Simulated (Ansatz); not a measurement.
**GeSiH3ClO (SMILES [SiH3][O][Ge][Cl]) at BLYP/cc-pVDZ**

Aim: the energy change on altering one bond length of GeSiH3ClO at BLYP/cc-pVDZ, from 2 runs. 

The calculation is run with Ansatz 0.2.0.

125 further runs of the same task are left out: 125 set aside as unsound or not needed.

## 1. The molecule

GeSiH3ClO: 7 atoms, total charge 0, spin state singlet. SMILES: `[SiH3][O][Ge][Cl]`. The shape is that of a PBE0-D4/def2-TZVP optimisation. This is one conformer, not always the lowest.

Bond lengths: Si1–O2 1.655 Å, O2–Ge3 1.768 Å, Ge3–Cl4 2.210 Å, Si1–H5 1.484 Å, Si1–H6 1.484 Å, Si1–H7 1.484 Å. Angles: Si1–O2–Ge3 138.4°, O2–Ge3–Cl4 99.4°, O2–Si1–H5 107.2°, O2–Si1–H6 110.4°, O2–Si1–H7 110.5°, H5–Si1–H6 109.5°, H5–Si1–H7 109.5°, H6–Si1–H7 109.7°.

## 2. The energy at BLYP/cc-pVDZ

input.yaml reads:

```yaml
crystal:
  periodic: [false, false, false]
  atoms:
    - {symbol: Si, position_ang: [0.184400, 0.664200, -0.614200]}
    - {symbol: O, position_ang: [0.434500, -0.959500, -0.413800]}
    - {symbol: Ge, position_ang: [0.076600, -2.215900, 0.776900]}
    - {symbol: Cl, position_ang: [-0.991800, -0.995100, 2.277600]}
    - {symbol: H, position_ang: [0.795900, 1.045400, -1.911300]}
    - {symbol: H, position_ang: [-1.268900, 0.965100, -0.643300]}
    - {symbol: H, position_ang: [0.830700, 1.427800, 0.482400]}
basis:
  gaussian: {orbitals: cc-pVDZ}
hamiltonian: {xc: {name: BLYP}}
accuracy: high
output: {orbitals: {seedname: orbitals}}
```

Command:

```bash
$ ansatz run input.yaml --threads 1 --pin off --max-ram 3480MiB --events-out events.jsonl --progress --plain --runs-dir runs
```

Standard output:

```text
Warning: RAYON_NUM_THREADS=1 ignored (pool sized by the plan → 1); use --threads N
Functional definition: BLYP
  name "BLYP"
  parameter beta = 0.0042
  parameter a = 0.04918
  parameter b = 0.132
  parameter c = 0.2533
  parameter d = 0.349
  exchange = b88_x(beta = beta)
  correlation = lyp_c(a = a, b = b, c = c, d = d)
2087 factors; integrals over basis functions are off by at most 4.4e-9 eV
mean field evaluation 1: about -79009.8895 eV, gradient 6.2e1 eV
mean field evaluation 2: about -78907.6788 eV, gradient 2.0e2 eV
mean field evaluation 4: about -79015.7838 eV, gradient 2.1e1 eV
mean field evaluation 8: about -79017.2304 eV, gradient 2.0e-1 eV
mean field evaluation 16: about -79017.2305 eV, gradient 1.4e-5 eV
mean field -79017.23054822 eV, -2903.8296628445 hartree, gradient 1.9e-8 eV, S^2 0.000000; 0 other end points of the search recorded, 0 dependent functions left out
reference -79017.23060265 eV, -2903.8296648448 hartree; 37, 37 occupied and 55, 55 virtual orbitals, 2087 factors
Total energy: -79017.23060265 eV, -2903.8296648448 hartree
```

Wall time 11 s (1 thread of Arm Neoverse V1, shared host); peak memory 0.25 GiB.

## 3. The distorted shape at the same level

run.yaml reads:

```yaml
crystal:
  periodic: [false, false, false]
  atoms:
    - symbol: Si
      position_ang: [-0.549401, 0.206760, 0.942321]
    - symbol: O
      position_ang: [-0.299301, -1.416940, 1.142721]
    - symbol: Ge
      position_ang: [-0.657201, -2.673340, 2.333421]
    - symbol: Cl
      position_ang: [-1.725601, -1.452540, 3.834121]
    - symbol: H
      position_ang: [0.795900, 1.045400, -1.911300]
    - symbol: H
      position_ang: [-2.002701, 0.507660, 0.913221]
    - symbol: H
      position_ang: [0.096899, 0.970360, 2.038921]
basis:
  gaussian:
    orbitals: cc-pVDZ
hamiltonian:
  xc: {name: BLYP}
accuracy: high
output:
  orbitals: {seedname: orbitals}
```

Command:

```bash
$ ansatz run run.yaml --threads 1 --pin off --max-ram 3480MiB --events-out events.jsonl --progress --plain --runs-dir runs
```

Standard output:

```text
Warning: RAYON_NUM_THREADS=1 ignored (pool sized by the plan → 1); use --threads N
Functional definition: BLYP
  name "BLYP"
  parameter beta = 0.0042
  parameter a = 0.04918
  parameter b = 0.132
  parameter c = 0.2533
  parameter d = 0.349
  exchange = b88_x(beta = beta)
  correlation = lyp_c(a = a, b = b, c = c, d = d)
2039 factors; integrals over basis functions are off by at most 4.5e-9 eV
mean field evaluation 1: about -79004.9324 eV, gradient 6.2e1 eV
mean field evaluation 2: about -78925.1258 eV, gradient 1.8e2 eV
mean field evaluation 4: about -79006.5900 eV, gradient 2.9e1 eV
mean field evaluation 8: about -79013.3137 eV, gradient 1.1e0 eV
mean field evaluation 16: about -79013.3181 eV, gradient 1.6e-2 eV
mean field -79013.31808899 eV, -2903.6858826200 hartree, gradient 2.1e-8 eV, S^2 0.000000; 0 other end points of the search recorded, 0 dependent functions left out
reference -79013.31815025 eV, -2903.6858848712 hartree; 37, 37 occupied and 55, 55 virtual orbitals, 2039 factors
Total energy: -79013.31815025 eV, -2903.6858848712 hartree
```

Wall time 11 s (1 thread of Arm Neoverse V1, shared host); peak memory 0.24 GiB.

## 4. What came out

At BLYP/cc-pVDZ:

| quantity | value |
| --- | --- |
| first shape: total energy | -2903.82966 Eh |
| first shape: HOMO energy | -6.75 eV |
| first shape: LUMO energy | -3.07 eV |
| first shape: HOMO–LUMO gap | 3.69 eV |
| distorted shape: total energy | -2903.68588 Eh |
| distorted shape: HOMO energy | -5.28 eV |
| distorted shape: LUMO energy | -3.93 eV |
| distorted shape: HOMO–LUMO gap | 1.36 eV |
| energy change with the Si1–H5 bond stretched from 1.484 to 3.264 Å | 3.912 eV |

One bond (distorted shape) is far stretched, which a spin-restricted single reference describes badly; a broken-symmetry solution may lie lower. With the Si1–H5 bond stretched from 1.484 to 3.264 Å the energy rises by 3.91 eV (90 kcal/mol). The first shape isn't relaxed at this level, so the change isn't measured from a minimum. A restricted reference can't describe the breaking bond well at this length.
